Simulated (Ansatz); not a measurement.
# F: strong compression

One table from this session's results is given with a row withheld; the runs are named, their logs left out.

Method: DFT LDA, with the methods named in each step, in Ansatz 0.2.0.

## The starting structure

The structure is cubic, space group Fm-3m (No. 225). Conventional cell: a = 3.733 Å, b = 3.733 Å, c = 3.733 Å, α = 90.00°, β = 90.00°, γ = 90.00°. Around F (site symmetry m-3m) lie 12 F at 2.64 Å.

Coordinates:

```
F
1.0
     0.00000    1.86626    1.86626
     1.86626    0.00000    1.86626
     1.86626    1.86626    0.00000
F
1
Direct
  0.00000 0.00000 0.00000
```

Whether this phase is the stable one at these pressures isn't tested.

The first run:

File input.yaml:

```yaml
crystal:
  lattice:
    - [0.0, 1.8662555784, 1.8662555784]
    - [1.8662555784, 0.0, 1.8662555784]
    - [1.8662555784, 1.8662555784, 0.0]
  atoms:
    - { symbol: F, position: [0.0, 0.0, 0.0] }
kpoints:
  mp_grid: { grid: [17, 17, 17] }
scf:
  occupations: { method: fermi_dirac, width: 0.05 }
hamiltonian:
  xc: lda
  pseudopotentials: { kind: paw }
output:
  forces: true
  stress: true
relax:
  f_tol: 0.005
  max_steps: 40
  cell: {}
```

Run with:

```
ansatz run input.yaml --threads 1 --pin off --max-ram 2048MiB --backend cpu --events-out ev --progress --plain --runs-dir out
```

Among the steps run: Cell relaxed at zero pressure, PAW; Volume scaled by 1, PAW; Volume scaled by 0.95, PAW; Volume scaled by 0.85, PAW; Volume scaled by 0.75, PAW; Volume scaled by 0.65, PAW; Volume scaled by 0.55, PAW; Volume scaled by 0.45, PAW; Volume scaled by 0.4, PAW; Volume scaled by 0.4, PAW (core large).

One of the session's tables, all rows but one given; the rest of the session is left out.

 The rows PAW, 0.4 and PAW (core large), 0.4 agree to the last digit and may rest on the same set-up.

| method | volume over the first | volume (Å³/atom) | pressure (GPa) |
| --- | --- | --- | --- |
| PAW | 1 | 8.399 | -0.01 |
| PAW | 0.95 | ? | ? |
| PAW | 0.85 | 7.139 | 25.06 |
| PAW | 0.75 | 6.299 | 60.96 |
| PAW | 0.65 | 5.459 | 129.47 |
| PAW | 0.55 | 4.619 | 265.27 |
| PAW | 0.45 | 3.779 | 560.87 |
| PAW | 0.4 | 3.359 | 834.31 |
| PAW (core large) | 0.4 | 3.359 | 834.31 |

Q: Estimate the row for PAW, 0.95 from the others.

The run gave: volume (Å³/atom): 7.979; pressure (GPa): 5.90. In the column «volume (Å³/atom)» it lies between PAW, 0.85 (7.139) and PAW, 1 (8.399).
